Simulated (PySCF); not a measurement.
# C2Cl2F4 (SMILES FC(F)(Cl)C(F)(F)Cl) at SVWN5/6-31G(d) (spherical functions)

What is the energy change on altering one bond length of C2Cl2F4 at SVWN5/6-31G* (spherical functions)? 

The results are computed with PySCF 2.14.0.

2 further runs of the same task are left out: 2 set aside as unsound or not needed.

**1. The structure to begin with**

C2Cl2F4: 8 atoms, total charge 0, spin state singlet. SMILES: `FC(F)(Cl)C(F)(F)Cl`. The shape is that of a PBE0-D4/def2-TZVP optimisation. This is one conformer, not always the lowest.

Bond lengths: F1–C2 1.329 Å, C2–F3 1.329 Å, C2–Cl4 1.757 Å, C2–C5 1.555 Å, C5–F6 1.329 Å, C5–F7 1.329 Å, C5–Cl8 1.757 Å. Some angles: F1–C2–F3 108.7°, F1–C2–Cl4 109.7°, F1–C2–C5 109.3°, F3–C2–Cl4 109.7°, F3–C2–C5 109.3°, Cl4–C2–C5 110.2°, C2–C5–F6 109.3°, C2–C5–F7 109.3°, C2–C5–Cl8 110.2°, F6–C5–F7 108.7°.

**2. A single-point energy at SVWN5/6-31G(d) (spherical functions)**

Contents of job.py:

```python
# dichlorotetrafluoroethane
from pyscf import gto, dft

molecule = gto.M(
    atom='''
F      0.267760    -1.567040    -0.724840
C     -0.250750    -0.345590    -0.649700
F      0.153990     0.355720    -1.703640
Cl    -2.005130    -0.446830    -0.644660
C      0.250750     0.345580     0.649700
F     -0.154030    -0.355670     1.703660
F     -0.267710     1.567060     0.724780
Cl     2.005130     0.446760     0.644700
''',
    basis='6-31g*',
    verbose=3,
    max_memory=1860,
)

mf = dft.RKS(molecule, xc='svwn')
mf.grids.level = 5
mf.conv_tol = 1e-10
mf.kernel()
if not mf.converged:
    mf = mf.newton().run(mf.mo_coeff, mf.mo_occ)

e_tot = mf.e_tot
print('Final energy', e_tot)
```

Command:

```bash
$ OMP_NUM_THREADS=1 python job.py
```

The program printed:

```text
converged SCF energy = -1389.76598212608
Final energy -1389.7659821260816
```

Wall time 19 s (1 thread of Intel Xeon at 2.70GHz, shared host); peak memory 0.48 GiB.

**3. The distorted shape at the same level**

Contents of input.xyz:

```xyz
8
C2Cl2F4
F      0.389196    -1.356661    -1.041034
C     -0.129314    -0.135211    -0.965894
F      0.275426     0.566099    -2.019834
Cl    -1.883694    -0.236451    -0.960854
C      0.372186     0.555959     0.333506
F     -0.154030    -0.355670     1.703660
F     -0.146274     1.777439     0.408586
Cl     2.126566     0.657139     0.328506
```

Contents of run.py:

```python
from pyscf import gto, dft

system = gto.Mole()
system.atom = 'input.xyz'
system.spin = 0
system.max_memory = 1860
system.verbose = 3
system.basis = '6-31g*'
system.build()

mf = dft.RKS(system)
mf.xc = 'svwn'
mf.grids.level = 5
mf.conv_tol = 1e-10
mf.kernel()
if not mf.converged:
    mf = mf.newton().run(mf.mo_coeff, mf.mo_occ)

e_tot = mf.e_tot
print('Final energy', e_tot)
```

Command:

```bash
$ OMP_NUM_THREADS=1 python run.py
```

The program printed:

```text
converged SCF energy = -1389.70772396155
Final energy -1389.7077239615478
```

It took 21 s on 1 thread of Intel Xeon at 2.70GHz, shared host; peak memory 0.48 GiB.

**4. Summary of results**

Level: SVWN5/6-31G* (spherical functions).

| quantity | value |
| --- | --- |
| first shape: total energy | -1389.76598 Eh |
| first shape: dipole moment | 0.00 D |
| first shape: HOMO energy | -8.18 eV |
| first shape: LUMO energy | -1.62 eV |
| first shape: HOMO–LUMO gap | 6.56 eV |
| distorted shape: total energy | -1389.70772 Eh |
| distorted shape: dipole moment | 1.58 D |
| distorted shape: HOMO energy | -8.16 eV |
| distorted shape: LUMO energy | -3.16 eV |
| distorted shape: HOMO–LUMO gap | 4.99 eV |
| energy change with the C5–F6 bond stretched from 1.329 to 1.728 Å | 1.585 eV |

In words: With the C5–F6 bond stretched from 1.329 to 1.728 Å the energy rises by 1.59 eV (153 kJ/mol). The first shape isn't relaxed at this level, so the change isn't measured from a minimum. Mulliken charges (distorted shape) run from -0.28 on F6 to +0.37 on C2; they depend strongly on the basis.
